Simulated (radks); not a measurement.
# Filling a jellium sphere with rs = 5.51 bohr: electrons 11 to 15

Aim: add electrons one at a time to a jellium sphere with rs = 5.51 bohr, try the lowest free levels for each, keep the configuration of least energy, and see where shells close. The background charge grows with the count, so each cluster is neutral; its cation and anion are computed too.

Method: non-relativistic spin-polarised Kohn-Sham, LDA (Slater exchange, Perdew-Wang correlation), spherically averaged shells; computed with radks, version 2.

## (1) What is given

| Item | Value |
| --- | --- |
| well | a jellium sphere with rs = 5.51 bohr |
| functional | LDA (Slater exchange, Perdew-Wang correlation) |
| levels | named by radial order: 1s, 1p, 1d, 2s, 1f and so on |
| units | hartree and bohr; summary energies in eV |
| configuration carried in | 1s2 1p6 1d(up 2, down 0) (N = 10, energy -0.629544) |

The runs that follow: Electron number 11; N = 12; N = 13; 14 electrons; 15 electrons.

What does the calculation give? Wanted: closed shells at N; largest second difference; most unpaired electrons; ionisation energies; configuration at N = 15.

**Answer**, as computed:

| quantity | value |
| --- | --- |
| closed shells at N | none in this range |
| largest second difference | 0.241 eV at N = 13 (of N = 11 to 14) |
| most unpaired electrons | 5 at N = 13 |
| ionisation energies | 3.04 to 3.30 eV |
| configuration at N = 15 | 1s2 1p6 1d(up 5, down 2) |

**Reading.** No closed-shell configuration falls in this range; the second difference peaks at N = 13, where a shell is half full. Among the lowest states kept at each count, up to 5 electrons are unpaired (N = 13), since exchange favours parallel spins. The ions keep the filling of the neutral cluster, less or plus one electron, without a search of their own. Spherical averaging forbids deformation, and the greedy search can miss a lower configuration.
